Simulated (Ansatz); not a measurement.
Crystal: CsLi2.

```
Cs Li
1.0
     3.96633    0.00000    0.00000
    -1.98317    3.43495    0.00000
     0.00000    0.00000   10.02838
Cs Li
1 2
Direct
  0.00000 0.00000 0.00000
  0.33333 0.66667 0.34863
  0.33333 0.66667 0.65137
```

The cell was built by a generator and needn't be a form met in nature.

```yaml
Program: Ansatz 0.2.0
Task: relaxation of cell and atoms
Functional: PBEsol
Potentials_or_basis: Ansatz PAW
Cutoff: "420 eV (not typed: the program's choice for these potentials)"
k_mesh: 8 × 8 × 3
Occupations: fermi-dirac, width 0.05 eV
Spin: no spin polarisation
```

At the start: volume 45.54 Å³/atom.

Q: Where does the relaxation end?

A: It ends after 5 steps and the volume is 41.46 Å³/atom (-9.0 %); space group P-6m2 (No. 187, to 0.05 Å).

Step by step:
```csv
step,energy change (eV),largest force (eV/Å),volume (Å³)
1,0.0000,0.0123,136.63
2,-0.0047,0.0013,134.18
3,-0.0129,0.0325,123.76
4,-0.0139,0.0020,124.38
5,-0.0138,0.0020,124.38
```

Final structure:
```cif
data_structure
_symmetry_space_group_name_H-M 'P 1'
_symmetry_Int_Tables_number 1
_cell_length_a 3.8231
_cell_length_b 3.8231
_cell_length_c 9.8263
_cell_angle_alpha 90.000
_cell_angle_beta 90.000
_cell_angle_gamma 120.000
_cell_volume 124.38
loop_
_atom_site_label
_atom_site_type_symbol
_atom_site_fract_x
_atom_site_fract_y
_atom_site_fract_z
_atom_site_occupancy
Cs1 Cs 0.00000 0.00000 0.00000 1
Li1 Li 0.33333 0.66667 0.34819 1
Li2 Li 0.33333 0.66667 0.65181 1
```

Caveat: the plane-wave basis is chosen anew once the cell has moved, so the energies of steps on either side of that aren't comparable; the PAW data sets come from PBE, with cores solved anew for the run's functional, which leaves a small shift of forces and pressure.
